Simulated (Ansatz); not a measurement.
# C₄H₁₁Al: basis-set convergence

One table from this session's results is given with a row withheld; the runs are named, their logs left out.

Computed with Ansatz 0.2.0, Gaussian basis. Level: one geometry, several basis sets.

Plan: PBE0-D4/def2-SVP; ωB97M-V/def2-SVP; PBE0-D4/def2-QZVPP; ωB97M-V/def2-QZVPP; the functionals' def2-TZVPP values are taken from earlier runs.

### The relaxed structure

All runs share one geometry, relaxed beforehand with PBE0-D4 in a triple-zeta def2 set.

16 atoms, charge 0, spin multiplicity 1.

Atoms are counted from 1 here; the program's logs count them from 0.

Bond lengths: C1–C2 1.527 Å, C1–H6 1.093 Å, C1–H7 1.095 Å, C1–H8 1.093 Å, C2–Al3 1.964 Å, C2–H9 1.099 Å, C2–H10 1.100 Å, Al3–C4 1.964 Å, Al3–H11 1.598 Å, C4–C5 1.527 Å, C4–H12 1.100 Å, C4–H13 1.099 Å, C5–H14 1.093 Å, C5–H15 1.095 Å, C5–H16 1.093 Å. Angles: C2–C1–H6 111.8°, C2–C1–H7 112.2°, C2–C1–H8 111.7°, H6–C1–H7 107.1°, H6–C1–H8 106.6°, H7–C1–H8 107.0°, C1–C2–Al3 119.5°, C1–C2–H9 110.2°, C1–C2–H10 110.0°, Al3–C2–H9 106.3°, Al3–C2–H10 106.0°, H9–C2–H10 103.5°, C2–Al3–C4 126.1°, C2–Al3–H11 116.9°, C4–Al3–H11 116.9°, Al3–C4–C5 119.5°, Al3–C4–H12 106.0°, Al3–C4–H13 106.3° and more.

Set-up of the first run:

in.yaml

```yaml
crystal:
  periodic: [false, false, false]
  atoms:
    - {symbol: C, position_ang: [-0.945992, 1.589008, 0.870946]}
    - {symbol: C, position_ang: [0.345990, 1.053209, 1.484126]}
    - {symbol: Al, position_ang: [1.197178, -0.537637, 0.709500]}
    - {symbol: C, position_ang: [0.619659, -1.488354, -0.908515]}
    - {symbol: C, position_ang: [-0.536118, -0.930958, -1.736598]}
    - {symbol: H, position_ang: [-0.814311, 1.862472, -0.178931]}
    - {symbol: H, position_ang: [-1.312547, 2.478939, 1.392267]}
    - {symbol: H, position_ang: [-1.747787, 0.846449, 0.902931]}
    - {symbol: H, position_ang: [0.197508, 0.834851, 2.551217]}
    - {symbol: H, position_ang: [1.116223, 1.838644, 1.486510]}
    - {symbol: H, position_ang: [2.481048, -1.112468, 1.466836]}
    - {symbol: H, position_ang: [0.394733, -2.517580, -0.591919]}
    - {symbol: H, position_ang: [1.515483, -1.601739, -1.535493]}
    - {symbol: H, position_ang: [-0.318630, 0.072853, -2.111224]}
    - {symbol: H, position_ang: [-0.759891, -1.556143, -2.606767]}
    - {symbol: H, position_ang: [-1.455443, -0.854047, -1.150684]}
basis:
  gaussian: {orbitals: def2-SVP}
hamiltonian: {xc: pbe0, dispersion: d4}
output: {orbitals: {seedname: orbitals}}
```

Started as:

```console
ansatz run in.yaml --threads 4 --pin off --events-out ev --progress --plain --max-ram 10444MiB
```

Among the steps run: PBE0-D4 in def2-SVP; ωB97M-V in def2-SVP; PBE0-D4 in def2-QZVPP; ωB97M-V in def2-QZVPP.

One of the session's tables, all rows but one given; the rest of the session is left out.

| functional | basis | HOMO (eV) |
| --- | --- | --- |
| PBE0-D4 | def2-SVP | -7.07 |
| PBE0-D4 | def2-TZVPP | -7.08 |
| PBE0-D4 | def2-QZVPP | -7.09 |
| ωB97M-V | def2-SVP | ? |
| ωB97M-V | def2-TZVPP | -9.30 |
| ωB97M-V | def2-QZVPP | -9.30 |

Estimate the missing values for ωB97M-V, def2-SVP.

**Answer.** HOMO (eV): -9.27. In the column «HOMO (eV)» it lies between ωB97M-V, def2-QZVPP (-9.30) and PBE0-D4, def2-QZVPP (-7.09).
